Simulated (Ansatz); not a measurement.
Write a Python script for Ansatz's Python interface that makes energies of removing a hydrogen of CH₅ISSi, SMILES SC[SiH2]I. Level of theory (for the species named): PBE0, def2-SVPD basis, multiplicity 1.

```tsv
atom	x (Å)	y (Å)	z (Å)
S	0.3745	1.9427	-0.2917
C	0.8852	0.2731	-0.0752
Si	-0.5103	-0.7952	0.5401
I	-2.1284	-1.0608	-1.1808
H	-0.5399	1.7405	-1.3185
H	1.7182	0.3066	0.6377
H	1.3094	-0.0897	-1.0227
H	-1.0711	-0.2309	1.7758
H	0.0509	-2.1325	0.9183
```

Script `run_bde.py`:
```python
"""X-H bond energies and deprotonation of CH5ISSi without relaxation."""

import logging
import sys

import ansatz as az

logging.basicConfig(stream=sys.stdout, format="%(levelname)s %(message)s")
log = logging.getLogger("calc")
log.setLevel(logging.INFO)

BASIS_SET = "def2-SVPD"
XC = "pbe0"


def energy_of(molecule, charge=0, unpaired=0):
    calc = molecule.calculation().basis(gaussian=BASIS_SET).functional(XC)
    if charge:
        calc = calc.charge(charge)
    if unpaired:
        calc = calc.spin("collinear", total=unpaired)
    report = calc.run(threads=1, pin="off").report
    if report["published_state_doubts"]:
        print("  doubts:", report["published_state_doubts"])
    return report["free_energy_ev"]

GEOMETRY = """
S     0.37450    1.94270   -0.29170
C     0.88520    0.27310   -0.07520
Si   -0.51030   -0.79520    0.54010
I    -2.12840   -1.06080   -1.18080
H    -0.53990    1.74050   -1.31850
H     1.71820    0.30660    0.63770
H     1.30940   -0.08970   -1.02270
H    -1.07110   -0.23090    1.77580
H     0.05090   -2.13250    0.91830
"""

def without(molecule, index):
    rest = az.Crystal.molecule()
    for i, site in enumerate(molecule.cartesian_sites):
        if i != index:
            rest = rest.atom(site.symbol, site.position_ang)
    return rest


def main() -> None:
    geometry = az.Crystal.molecule()
    for line in GEOMETRY.strip().splitlines():
        symbol, *xyz = line.split()
        geometry = geometry.atom(symbol, [float(v) for v in xyz])

    whole = energy_of(geometry, 0)
    hydrogen = energy_of(az.Crystal.molecule().atom("H", (0, 0, 0)), 0, 1)
    log.info(f"E(molecule) = {whole:.5f} eV, E(H) = {hydrogen:.5f} eV")
    for index in [4, 6, 8]:
        radical = energy_of(without(geometry, index), 0, 1)
        log.info(f"H{index}: homolysis {96.485332 * (radical + hydrogen - whole):.1f} kJ/mol")
        anion = energy_of(without(geometry, index), -1)
        log.info(f"H{index}: loss of a proton {96.485332 * (anion - whole):.1f} kJ/mol")


if __name__ == "__main__":
    main()
```

```console
$ python run_bde.py
INFO E(molecule) = -27918.81911 eV, E(H) = -13.61361 eV
INFO H4: homolysis 361.7 kJ/mol
INFO H4: loss of a proton 1464.1 kJ/mol
INFO H6: homolysis 414.1 kJ/mol
INFO H6: loss of a proton 1613.9 kJ/mol
INFO H8: homolysis 368.5 kJ/mol
INFO H8: loss of a proton 1581.3 kJ/mol
```

Reading the output:
- Total energies depend on the basis set; only differences at equal settings carry meaning.
- The geometry is a force-field or estimated start, not a minimum of this method, and the basis set is short of its limit. All parts are taken at fixed geometry, without zero-point energy.
- def2 sets replace the cores of elements past krypton by effective core potentials.
- The spin-orbit lowering of heavy atoms is left out.
- Timing: 70 s on 1 thread of Arm Neoverse V2, on a shared host, peak memory 0.61 GiB.

(Lines on the test bed's own set-up are left out of the output.)
